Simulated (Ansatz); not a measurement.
# GeNH (triplet): B2PLYP, RPA-PBE over vertical spin and charge gaps, cc-pVTZ

Aim: run GeNH (triplet) with these functionals over vertical spin and charge gaps, and hold them against the top wave-function level at the same points.

The runs use Ansatz 0.2.0, Gaussian basis; cc-pVTZ, all electrons in the functionals, frozen cores in the correlation of double hybrids and RPA.

The runs, in order: B2PLYP, RPA-PBE, at charge 0, triplet; charge 0, singlet; charge 0, quintet; charge 1, doublet; charge 1, quartet.

3 further runs of the same task are left out: 3 set aside as unsound or not needed.

**1. What is computed**

The geometry is a PBE0/def2-TZVP stationary point (not a proven minimum). No spin-orbit coupling is included. The filled d shell of Ge may be among the frozen orbitals whatever the setting's name suggests; the logs give the count.

3 atoms, charge 0, spin multiplicity 3.

Atoms are counted from 1 here; the program's logs count them from 0.

Bond lengths: Ge1–N2 1.894 Å, Ge1–H3 1.601 Å. Angles: N2–Ge1–H3 92.9°.

No dispersion term is added.

The geometry shown and the zero of energy belong to the point charge 0, triplet. The yardstick, UCCSDT(Q), and other wave-function levels (R restricted, U unrestricted, valence and pair active spaces) come from earlier runs.

**2. B2PLYP, charge 0, triplet**

in.yaml

```yaml
crystal:
  periodic: [false, false, false]
  atoms:
    - {symbol: Ge, position_ang: [0.000000, -0.029158, 0.300919]}
    - {symbol: N, position_ang: [0.000000, 0.038514, -1.592101]}
    - {symbol: H, position_ang: [0.000000, 1.566135, 0.437823]}
basis:
  gaussian: {orbitals: cc-pVTZ}
magnetization: {spin_polarized: true, initial_magnetization: 2}
hamiltonian: {xc: {name: B2PLYP}}
correlation: {electrons: outside_noble_gas}
```

Command:

```console
> ansatz run in.yaml --threads 1 --pin off --events-out ev --progress --plain --max-ram 4096MiB --backend cpu
```

The log of the run:

```text
Functional definition: B2PLYP
  name "B2PLYP"
  cite "Grimme, J. Chem. Phys. 124, 034108 (2006) doi:10.1063/1.2148954"
  cite "Becke, Phys. Rev. A 38, 3098 (1988) doi:10.1103/PhysRevA.38.3098"
  cite "Lee, Yang & Parr, Phys. Rev. B 37, 785 (1988) doi:10.1103/PhysRevB.37.785"
  parameter a = 0.53
  parameter c = 0.27
  exchange = (1 - a)*b88_x + a*exact_x
  correlation = (1 - c)*lyp_c + c*(mp2_os + mp2_ss)
538 factors; integrals over basis functions are off by at most 1.4e-3 eV
mean field evaluation 1: about -58001.4330 eV, gradient 3.0e1 eV
mean field evaluation 2: about -58001.4598 eV, gradient 3.0e1 eV
mean field evaluation 4: about -58006.3415 eV, gradient 3.5e0 eV
mean field evaluation 8: about -58006.6950 eV, gradient 7.5e-1 eV
mean field evaluation 16: about -58006.7300 eV, gradient 2.4e-2 eV
mean field evaluation 32: about -58007.2058 eV, gradient 3.8e-1 eV
mean field evaluation 64: about -58007.2081 eV, gradient 1.9e-1 eV
mean field evaluation 96: about -58002.9594 eV, gradient 1.3e1 eV
mean field -58007.21900856 eV, -2131.7259798593 hartree, gradient 1.2e-6 eV, S^2 2.013138; 8 other end points of the search recorded, 0 dependent functions left out
15 core orbitals not correlated: weight in the atoms' cores, before any rotation towards them, 0.998 or more for the frozen orbitals, at most 0.003 for the correlated occupied ones
reference -58007.21912310 eV, -2131.7259840686 hartree; 6, 4 occupied and 66, 68 virtual orbitals, 538 factors
second order -7.56882236 eV of doubles, -0.00000000 eV of singles
Total energy: -58009.26270514 eV, -2131.8010843233 hartree
```

Wall time 15 s (1 thread of AMD EPYC 7R13, shared host).

From the report: ⟨S²⟩ of the determinant 2.013 (pure triplet: 2.00).

**3. B2PLYP, charge 0, singlet**

in.yaml: that of step 2 with these lines changed.

```diff
@@ -8,3 +8,3 @@
   gaussian: {orbitals: cc-pVTZ}
-magnetization: {spin_polarized: true, initial_magnetization: 2}
+magnetization: {spin_polarized: true, initial_magnetization: 0}
 hamiltonian: {xc: {name: B2PLYP}}
```

Same command.

The log of the run, shortened:

```text
Functional definition: B2PLYP
  name "B2PLYP"
  cite "Grimme, J. Chem. Phys. 124, 034108 (2006) doi:10.1063/1.2148954"
  cite "Becke, Phys. Rev. A 38, 3098 (1988) doi:10.1103/PhysRevA.38.3098"
  cite "Lee, Yang & Parr, Phys. Rev. B 37, 785 (1988) doi:10.1103/PhysRevB.37.785"
[...]
538 factors; integrals over basis functions are off by at most 1.4e-3 eV
[...]
mean field -58006.96435973 eV, -2131.7166216874 hartree, gradient 8.1e-6 eV, S^2 0.997794; 10 other end points of the search recorded, 0 dependent functions left out
15 core orbitals not correlated: weight in the atoms' cores, before any rotation towards them, 0.998 or more for the frozen orbitals, at most 0.002 for the correlated occupied ones
reference -58006.96447614 eV, -2131.7166259656 hartree; 5, 5 occupied and 67, 67 virtual orbitals, 538 factors
second order -7.98982794 eV of doubles, -0.00000000 eV of singles
Total energy: -58009.12172969 eV, -2131.7959035711 hartree
```

It took 21 s on 1 thread of AMD EPYC 7R13, shared host; peak memory 0.25 GiB.

From the report: ⟨S²⟩ of the determinant 0.998 (pure singlet: 0.00). The determinant is far from a pure spin state, so its energy mixes those of several spin states (harmless only where they are near-degenerate, as at dissociation).

From charge 0, triplet: +3.3 kcal/mol.

**4. B2PLYP, charge 0, quintet**

in.yaml: that of step 3 with these lines changed.

```diff
@@ -8,3 +8,3 @@
   gaussian: {orbitals: cc-pVTZ}
-magnetization: {spin_polarized: true, initial_magnetization: 0}
+magnetization: {spin_polarized: true, initial_magnetization: 4}
 hamiltonian: {xc: {name: B2PLYP}}
```

Launched as before.

The log of the run, shortened:

```text
Functional definition: B2PLYP
  name "B2PLYP"
  cite "Grimme, J. Chem. Phys. 124, 034108 (2006) doi:10.1063/1.2148954"
  cite "Becke, Phys. Rev. A 38, 3098 (1988) doi:10.1103/PhysRevA.38.3098"
  cite "Lee, Yang & Parr, Phys. Rev. B 37, 785 (1988) doi:10.1103/PhysRevB.37.785"
[...]
538 factors; integrals over basis functions are off by at most 1.4e-3 eV
[...]
mean field -58005.40927198 eV, -2131.6594732667 hartree, gradient 5.2e-6 eV, S^2 6.023893; 2 other end points of the search recorded, 0 dependent functions left out
15 core orbitals not correlated: weight in the atoms' cores, before any rotation towards them, 0.996 or more for the frozen orbitals, at most 0.003 for the correlated occupied ones
reference -58005.40938623 eV, -2131.6594774652 hartree; 7, 3 occupied and 65, 69 virtual orbitals, 538 factors
second order -6.78422795 eV of doubles, -0.00000000 eV of singles
Total energy: -58007.24112777 eV, -2131.7267927254 hartree
```

Wall time 3.5 s (1 thread of AMD EPYC 7R13, shared host).

From the report: ⟨S²⟩ of the determinant 6.024 (pure quintet: 6.00).

From charge 0, triplet: +46.6 kcal/mol.

**5. B2PLYP, charge 1, doublet**

in.yaml: that of step 4 with these lines changed.

```diff
@@ -8,3 +8,4 @@
   gaussian: {orbitals: cc-pVTZ}
-magnetization: {spin_polarized: true, initial_magnetization: 4}
+total_charge: 1
+magnetization: {spin_polarized: true, initial_magnetization: 1}
 hamiltonian: {xc: {name: B2PLYP}}
```

Same command.

The log of the run, shortened:

```text
Functional definition: B2PLYP
  name "B2PLYP"
  cite "Grimme, J. Chem. Phys. 124, 034108 (2006) doi:10.1063/1.2148954"
  cite "Becke, Phys. Rev. A 38, 3098 (1988) doi:10.1103/PhysRevA.38.3098"
  cite "Lee, Yang & Parr, Phys. Rev. B 37, 785 (1988) doi:10.1103/PhysRevB.37.785"
[...]
538 factors; integrals over basis functions are off by at most 1.4e-3 eV
[...]
mean field -57998.03480046 eV, -2131.3884664369 hartree, gradient 8.9e-7 eV, S^2 1.591314; 11 other end points of the search recorded, 0 dependent functions left out
15 core orbitals not correlated: weight in the atoms' cores, before any rotation towards them, 0.998 or more for the frozen orbitals, at most 0.002 for the correlated occupied ones
reference -57998.03491381 eV, -2131.3884706024 hartree; 5, 4 occupied and 67, 68 virtual orbitals, 538 factors
second order -6.88163898 eV of doubles, -0.00000000 eV of singles
Total energy: -57999.89295633 eV, -2131.4567524058 hartree
```

Wall time 23 s (1 thread of AMD EPYC 7R13, shared host); peak memory 0.25 GiB.

From the report: ⟨S²⟩ of the determinant 1.591 (pure doublet: 0.75). The determinant is far from a pure spin state, so its energy mixes those of several spin states (harmless only where they are near-degenerate, as at dissociation).

From charge 0, triplet: +216.1 kcal/mol.

**6. B2PLYP, charge 1, quartet**

in.yaml: that of step 5 with these lines changed.

```diff
@@ -9,3 +9,3 @@
 total_charge: 1
-magnetization: {spin_polarized: true, initial_magnetization: 1}
+magnetization: {spin_polarized: true, initial_magnetization: 3}
 hamiltonian: {xc: {name: B2PLYP}}
```

Same command.

The log of the run, shortened:

```text
Functional definition: B2PLYP
  name "B2PLYP"
  cite "Grimme, J. Chem. Phys. 124, 034108 (2006) doi:10.1063/1.2148954"
  cite "Becke, Phys. Rev. A 38, 3098 (1988) doi:10.1103/PhysRevA.38.3098"
  cite "Lee, Yang & Parr, Phys. Rev. B 37, 785 (1988) doi:10.1103/PhysRevB.37.785"
[...]
538 factors; integrals over basis functions are off by at most 1.4e-3 eV
[...]
mean field -57998.13004188 eV, -2131.3919664947 hartree, gradient 1.7e-6 eV, S^2 3.787292; 5 other end points of the search recorded, 0 dependent functions left out
15 core orbitals not correlated: weight in the atoms' cores, before any rotation towards them, 0.998 or more for the frozen orbitals, at most 0.003 for the correlated occupied ones
reference -57998.13015673 eV, -2131.3919707154 hartree; 6, 3 occupied and 66, 69 virtual orbitals, 538 factors
second order -6.41657955 eV of doubles, -0.00000000 eV of singles
Total energy: -57999.86263321 eV, -2131.4556380516 hartree
```

Wall time 5.5 s (1 thread of AMD EPYC 7R13, shared host).

From the report: ⟨S²⟩ of the determinant 3.787 (pure quartet: 3.75).

From charge 0, triplet: +216.8 kcal/mol.

**7. RPA-PBE, charge 0, triplet**

in.yaml

```yaml
crystal:
  periodic: [false, false, false]
  atoms:
    - {symbol: Ge, position_ang: [0.000000, -0.029158, 0.300919]}
    - {symbol: N, position_ang: [0.000000, 0.038514, -1.592101]}
    - {symbol: H, position_ang: [0.000000, 1.566135, 0.437823]}
basis:
  gaussian: {orbitals: cc-pVTZ}
magnetization: {spin_polarized: true, initial_magnetization: 2}
hamiltonian: {xc: {name: PBE}}
correlation: {method: rpa, electrons: outside_noble_gas}
```

The command is unchanged.

The log of the run, shortened:

```text
Functional definition: PBE
  name "PBE"
  cite "Perdew, Burke & Ernzerhof, Phys. Rev. Lett. 77, 3865 (1996) doi:10.1103/PhysRevLett.77.3865"
  parent pbe
[...]
538 factors; integrals over basis functions are off by at most 1.4e-3 eV
[...]
mean field -58011.29295324 eV, -2131.8756945648 hartree, gradient 9.9e-10 eV, S^2 2.006205; 11 other end points of the search recorded, 0 dependent functions left out
15 core orbitals not correlated: weight in the atoms' cores, before any rotation towards them, 0.996 or more for the frozen orbitals, at most 0.003 for the correlated occupied ones
reference -57968.48145907 eV, -2130.3024011727 hartree; 6, 4 occupied and 66, 68 virtual orbitals, 538 factors
Total energy: -57980.71727652 eV, -2130.7520591703 hartree
```

Run time: 22 s. Hardware: 1 thread of AMD EPYC 7R13, shared host.

From the report: ⟨S²⟩ of the determinant 2.006 (pure triplet: 2.00).

**8. RPA-PBE, charge 0, singlet**

in.yaml: that of step 7 with these lines changed.

```diff
@@ -8,3 +8,3 @@
   gaussian: {orbitals: cc-pVTZ}
-magnetization: {spin_polarized: true, initial_magnetization: 2}
+magnetization: {spin_polarized: true, initial_magnetization: 0}
 hamiltonian: {xc: {name: PBE}}
```

Same command.

The log of the run, shortened:

```text
Functional definition: PBE
  name "PBE"
  cite "Perdew, Burke & Ernzerhof, Phys. Rev. Lett. 77, 3865 (1996) doi:10.1103/PhysRevLett.77.3865"
  parent pbe
[...]
538 factors; integrals over basis functions are off by at most 1.4e-3 eV
[...]
mean field -58011.48730642 eV, -2131.8828369126 hartree, gradient 1.8e-6 eV, S^2 0.520759; 15 other end points of the search recorded, 0 dependent functions left out
15 core orbitals not correlated: weight in the atoms' cores, before any rotation towards them, 0.997 or more for the frozen orbitals, at most 0.002 for the correlated occupied ones
reference -57966.78152029 eV, -2130.2399295748 hartree; 5, 5 occupied and 67, 67 virtual orbitals, 538 factors
Total energy: -57980.88811801 eV, -2130.7583374794 hartree
```

Run time: 22 s. Hardware: 1 thread of AMD EPYC 7R13, shared host.

From the report: ⟨S²⟩ of the determinant 0.521 (pure singlet: 0.00). The determinant is far from a pure spin state, so its energy mixes those of several spin states (harmless only where they are near-degenerate, as at dissociation).

From charge 0, triplet: -3.9 kcal/mol.

**9. RPA-PBE, charge 0, quintet**

in.yaml: that of step 8 with these lines changed.

```diff
@@ -8,3 +8,3 @@
   gaussian: {orbitals: cc-pVTZ}
-magnetization: {spin_polarized: true, initial_magnetization: 0}
+magnetization: {spin_polarized: true, initial_magnetization: 4}
 hamiltonian: {xc: {name: PBE}}
```

The command is unchanged.

The log of the run, shortened:

```text
Functional definition: PBE
  name "PBE"
  cite "Perdew, Burke & Ernzerhof, Phys. Rev. Lett. 77, 3865 (1996) doi:10.1103/PhysRevLett.77.3865"
  parent pbe
[...]
538 factors; integrals over basis functions are off by at most 1.4e-3 eV
[...]
mean field -58009.23709431 eV, -2131.8001431428 hartree, gradient 6.5e-6 eV, S^2 6.006255; 1 other end points of the search recorded, 0 dependent functions left out
15 core orbitals not correlated: weight in the atoms' cores, before any rotation towards them, 0.994 or more for the frozen orbitals, at most 0.005 for the correlated occupied ones
reference -57967.58438134 eV, -2130.2694341745 hartree; 7, 3 occupied and 65, 69 virtual orbitals, 538 factors
Total energy: -57978.76744045 eV, -2130.6804040167 hartree
```

It took 2.7 s on 1 thread of AMD EPYC 7R13, shared host.

From the report: ⟨S²⟩ of the determinant 6.006 (pure quintet: 6.00).

From charge 0, triplet: +45.0 kcal/mol.

**10. RPA-PBE, charge 1, doublet**

in.yaml: that of step 9 with these lines changed.

```diff
@@ -8,3 +8,4 @@
   gaussian: {orbitals: cc-pVTZ}
-magnetization: {spin_polarized: true, initial_magnetization: 4}
+total_charge: 1
+magnetization: {spin_polarized: true, initial_magnetization: 1}
 hamiltonian: {xc: {name: PBE}}
```

Same command.

The log of the run, shortened:

```text
Functional definition: PBE
  name "PBE"
  cite "Perdew, Burke & Ernzerhof, Phys. Rev. Lett. 77, 3865 (1996) doi:10.1103/PhysRevLett.77.3865"
  parent pbe
[...]
538 factors; integrals over basis functions are off by at most 1.4e-3 eV
[...]
mean field -58002.04082614 eV, -2131.5356851652 hartree, gradient 9.0e-7 eV, S^2 1.320466; 14 other end points of the search recorded, 0 dependent functions left out
15 core orbitals not correlated: weight in the atoms' cores, before any rotation towards them, 0.997 or more for the frozen orbitals, at most 0.003 for the correlated occupied ones
reference -57959.56206144 eV, -2129.9746193557 hartree; 5, 4 occupied and 67, 68 virtual orbitals, 538 factors
Total energy: -57971.27004465 eV, -2130.4048798026 hartree
```

Run time: 20 s. Hardware: 1 thread of AMD EPYC 7R13, shared host.

From the report: ⟨S²⟩ of the determinant 1.320 (pure doublet: 0.75). The determinant is far from a pure spin state, so its energy mixes those of several spin states (harmless only where they are near-degenerate, as at dissociation).

From charge 0, triplet: +217.9 kcal/mol.

**11. RPA-PBE, charge 1, quartet**

in.yaml: that of step 10 with these lines changed.

```diff
@@ -9,3 +9,3 @@
 total_charge: 1
-magnetization: {spin_polarized: true, initial_magnetization: 1}
+magnetization: {spin_polarized: true, initial_magnetization: 3}
 hamiltonian: {xc: {name: PBE}}
```

Same command.

The log of the run, shortened:

```text
Functional definition: PBE
  name "PBE"
  cite "Perdew, Burke & Ernzerhof, Phys. Rev. Lett. 77, 3865 (1996) doi:10.1103/PhysRevLett.77.3865"
  parent pbe
[...]
538 factors; integrals over basis functions are off by at most 1.4e-3 eV
[...]
mean field -58001.83457513 eV, -2131.5281055806 hartree, gradient 1.9e-6 eV, S^2 3.757807; 6 other end points of the search recorded, 0 dependent functions left out
15 core orbitals not correlated: weight in the atoms' cores, before any rotation towards them, 0.997 or more for the frozen orbitals, at most 0.004 for the correlated occupied ones
reference -57960.32919472 eV, -2130.0028109837 hartree; 6, 3 occupied and 66, 69 virtual orbitals, 538 factors
Total energy: -57971.17367349 eV, -2130.4013382279 hartree
```

Wall time 6.5 s (1 thread of AMD EPYC 7R13, shared host).

From the report: ⟨S²⟩ of the determinant 3.758 (pure quartet: 3.75).

From charge 0, triplet: +220.1 kcal/mol.

**12. The comparison**

The yardstick is UCCSDT(Q), where the cluster series has nearly closed. It comes from earlier runs at the same points. Energies in kcal/mol, counted from charge 0, triplet; blanks weren't run or aren't comparable.

```tsv
level	triplet to singlet	triplet to quintet	ionisation to the doublet cation	ionisation to the quartet cation
UCCSDT(Q)		44.1		215.1
B2PLYP	3.3	46.6	216.1	216.8
RPA-PBE	-3.9	45.0	217.9	220.1
```

Largest miss and mean time a point (UCCSDT(Q) took 41 s a point; shared hosts):

```tsv
level	largest miss (kcal/mol)	where	time a point
B2PLYP	+2.5	triplet to quintet	14 s
RPA-PBE	+5.0	ionisation to the quartet cation	14 s
```

**13. Results**

| quantity | value |
| --- | --- |
| triplet to quintet, UCCSDT(Q) | 44.1 kcal/mol |
| ionisation to the quartet cation, UCCSDT(Q) | 215.1 kcal/mol |
| largest miss, B2PLYP | +2.5 kcal/mol (triplet to quintet) |
| largest miss, RPA-PBE | +5.0 kcal/mol (ionisation to the quartet cation) |

Misses are known at 2 of 4 points at best, and only functionals with that many are ranked. Of the functionals, B2PLYP keep the smallest largest miss at the points compared (at most 2.5 kcal/mol) and RPA-PBE strays most (5.0 kcal/mol, at ionisation to the quartet cation). B2PLYP, RPA-PBE clearly break the spin symmetry at some points (⟨S²⟩ up to 1.00 above the pure value), so energy there is bought with a mixed spin. Functionals and the yardstick converge differently with the basis, so part of each miss in cc-pVTZ is the basis.
